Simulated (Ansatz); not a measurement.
# HBrCl (doublet): from Hartree-Fock to the top rungs at distance Cl1–H2 along a hydrogen transfer = 1.329 Å, cc-pVDZ

How much of the correlation energy of HBrCl (doublet) does each wave-function method recover here?

Computed with Ansatz 0.2.0, Gaussian basis. Level: cc-pVDZ, core rule «outside noble gas», up to 19 orbitals frozen.

To be run: UHF; CCSD(T) on ROHF; CCSD(T) on UHF; BCCD(T) on ROHF; CISD; CCSDT(Q) on ROHF; CCSDT(Q) on UHF; CASSCF and MRCISD+Q, 3 electrons in 3 orbitals; CASSCF and NEVPT2, 3 electrons in 3 orbitals; CASSCF and MRCISD+Q, 15 electrons in 9 orbitals; CASSCF and NEVPT2, 15 electrons in 9 orbitals.

15 further runs of the same task are left out: 14 that didn't finish, 1 set aside as unsound or not needed.

### Step 1. The geometry

The geometry derives from fragments relaxed apart (PBE0/def2-TZVP) and kept rigid, so it is no stationary point. A hydrogen atom is moved between rigid fragments. No spin-orbit coupling is included. The filled d shell of Br may be among the frozen orbitals whatever the setting's name suggests; the logs give the count.

3 atoms, charge 0, spin multiplicity 2.

Atoms are counted from 1 here; the program's logs count them from 0.

Bond lengths: Cl1–H2 1.329 Å.

### Step 2. UHF

in.yaml

```yaml
crystal:
  periodic: [false, false, false]
  atoms:
    - {symbol: Cl, position_ang: [0.000000, 0.000000, -1.495333]}
    - {symbol: H, position_ang: [0.000000, 0.000000, -0.166333]}
    - {symbol: Br, position_ang: [0.000000, 0.000000, 1.661667]}
basis:
  gaussian: {orbitals: cc-pVDZ}
magnetization: {spin_polarized: true, initial_magnetization: 1}
hamiltonian: {xc: hf}
output: {orbitals: {seedname: orbitals}}
```

Launch:

```console
> ansatz run in.yaml --threads 1 --pin off --events-out ev --progress --plain --max-ram 2393MiB
```

The runs that follow: CCSD(T) on ROHF; CCSD(T) on UHF; BCCD(T) on ROHF; CISD; CCSDT(Q) on ROHF; CCSDT(Q) on UHF; CASSCF and MRCISD+Q, 3 electrons in 3 orbitals; CASSCF and NEVPT2, 3 electrons in 3 orbitals; CASSCF and MRCISD+Q, 15 electrons in 9 orbitals; CASSCF and NEVPT2, 15 electrons in 9 orbitals.

Q: Predict the results of all the runs planned. Wanted: UCCSDT(Q) below the RHF energy; RMP2 from UCCSDT(Q); UMP2 from UCCSDT(Q); RCCSD from UCCSDT(Q); RCCSD(T) from UCCSDT(Q); UCCSD(T) from UCCSDT(Q); RCCSDT(Q) from UCCSDT(Q); NEVPT2 pair from UCCSDT(Q); MRCISD+Q pair from UCCSDT(Q).

**Answer**, as computed:

| quantity | value |
| --- | --- |
| UCCSDT(Q) below the RHF energy | -7.8287 eV |
| RMP2 from UCCSDT(Q) | +21.56 kcal/mol |
| UMP2 from UCCSDT(Q) | +22.03 kcal/mol |
| RCCSD from UCCSDT(Q) | +3.47 kcal/mol |
| RCCSD(T) from UCCSDT(Q) | +0.64 kcal/mol |
| UCCSD(T) from UCCSDT(Q) | +0.60 kcal/mol |
| RCCSDT(Q) from UCCSDT(Q) | +0.04 kcal/mol |
| NEVPT2 pair from UCCSDT(Q) | +21.12 kcal/mol |
| MRCISD+Q pair from UCCSDT(Q) | +1.03 kcal/mol |
| NEVPT2 valence from UCCSDT(Q) | +36.88 kcal/mol |
| levels within 1 kcal/mol (43 meV) | RCCSD(T), UCCSD(T), BCCD(T), RCCSDT, UCCSDT, RCCSDT(Q), MRCISD+Q valence |
| T1 diagnostic | 0.015 |
| effectively unpaired electrons | 1.01 |

RCCSD(T) misses by +0.64 kcal/mol, 0.4 % of the correlation energy. One determinant dominates. Of the multireference levels listed MRCISD+Q valence comes nearest in total energy (+0.91 kcal/mol), which doesn't show that its space is the better one. Coupled cluster took another determinant than the lowest Hartree-Fock one. These misses are within one basis, not against nature; the frozen cores of restricted and unrestricted runs differ, which can shift their rows.
